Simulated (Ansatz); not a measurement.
# C3H5Al: one species, many methods

One table from this session's results is given with a row withheld; the runs are named, their logs left out.

Method: functionals in def2-TZVPP, the program's frozen cores in correlated methods; program: Ansatz 0.2.0, Gaussian basis.

The runs, in order: LDA (SPW92), PBE-D4, revPBE-D4, BLYP-D4, r2SCAN-D4, B97M-V, PBE0-D4, B3LYP-D4, r2SCANh-D4, r2SCAN0-D4, HSE06-D4, BHLYP-D4, CAM-B3LYP-D4, LC-ωPBE, ωB97X-V, ωB97M-V, B2PLYP, PBE-QIDH; CCSD(T)/def2-SVP; CCSD(T)/def2-TZVPP; CCSD(T)/def2-QZVPP; extrapolation to the limit; RPA on PBE.

**Structure used throughout**

An earlier PBE0-D4 in a triple-zeta def2 set relaxation fixed the geometry.

SMILES `C#[C][AlH][CH3]`, 9 atoms, charge 0, spin multiplicity 1.

Atoms are counted from 1 here; the program's logs count them from 0.

Bond lengths: C1–C2 1.211 Å, C1–H5 1.067 Å, C2–Al3 1.913 Å, Al3–C4 1.944 Å, Al3–H6 1.583 Å, C4–H7 1.095 Å, C4–H8 1.095 Å, C4–H9 1.092 Å. Angles: C2–C1–H5 179.9°, C1–C2–Al3 179.8°, C2–Al3–C4 118.7°, C2–Al3–H6 117.5°, C4–Al3–H6 123.8°, Al3–C4–H7 110.4°, Al3–C4–H8 110.7°, Al3–C4–H9 113.1°, H7–C4–H8 106.2°, H7–C4–H9 107.9°, H8–C4–H9 108.2°.

Set-up of the first run:

Input file in.yaml:

```yaml
crystal:
  periodic: [false, false, false]
  atoms:
    - {symbol: C, position_ang: [1.587296, 0.633465, -2.160045]}
    - {symbol: C, position_ang: [1.029663, 0.616426, -1.084922]}
    - {symbol: Al, position_ang: [0.148190, 0.584591, 0.612052]}
    - {symbol: C, position_ang: [-1.118885, -0.842857, 0.978578]}
    - {symbol: H, position_ang: [2.079383, 0.650421, -3.106336]}
    - {symbol: H, position_ang: [0.497202, 1.737276, 1.639964]}
    - {symbol: H, position_ang: [-1.954611, -0.803145, 0.271686]}
    - {symbol: H, position_ang: [-0.649016, -1.822357, 0.842711]}
    - {symbol: H, position_ang: [-1.530821, -0.800122, 1.989112]}
basis:
  gaussian: {orbitals: def2-TZVPP}
hamiltonian: {xc: lda}
output: {orbitals: {seedname: orbitals}}
```

Command:

```console
$ ansatz run in.yaml --threads 2 --pin off --events-out ev --progress --plain --max-ram 20480MiB --backend cpu
```

Steps of the session up to this table: LDA; PBE-D4 (GGA); revPBE-D4 (GGA); BLYP-D4 (GGA); r2SCAN-D4 (meta-GGA); B97M-V (meta-GGA); PBE0-D4 (hybrid); B3LYP-D4 (hybrid); r2SCANh-D4 (hybrid); r2SCAN0-D4 (hybrid); HSE06-D4 (hybrid); BHLYP-D4 (hybrid); CAM-B3LYP-D4 (range-separated); LC-ωPBE (range-separated); ωB97X-V (range-separated); ωB97M-V (range-separated); B2PLYP (double hybrid); PBE-QIDH (double hybrid).

One table of the session follows, with a row left open; its other results are not shown here.

It belongs to the step «Frontier levels by functional». 

```
  functional  HOMO (eV)  LUMO (eV)  gap (eV)
 LDA (SPW92)      -6.74      -2.50      4.23
      PBE-D4      -6.60      -2.25      4.35
   revPBE-D4      -6.55      -2.14      4.41
     BLYP-D4      -6.46      -2.14      4.32
   r2SCAN-D4      -6.85      -1.96      4.89
      B97M-V      -6.88      -2.09      4.79
     PBE0-D4      -7.81      -1.46      6.36
    B3LYP-D4      -7.59      -1.68      5.91
  r2SCANh-D4      -7.30      -1.69      5.61
  r2SCAN0-D4      -7.98      -1.29      6.69
    HSE06-D4          ?          ?         ?
    BHLYP-D4      -8.89      -0.66      8.23
CAM-B3LYP-D4      -9.17      -0.52      8.65
     LC-ωPBE     -10.58       0.59     11.17
     ωB97X-V     -10.18       0.47     10.65
     ωB97M-V     -10.03       0.22     10.25
```

Q: Estimate the row for HSE06-D4 from the others.

The run gave: HOMO (eV): -7.41; LUMO (eV): -1.83; gap (eV): 5.59. In the column «HOMO (eV)» it lies between B3LYP-D4 (-7.59) and r2SCANh-D4 (-7.30).
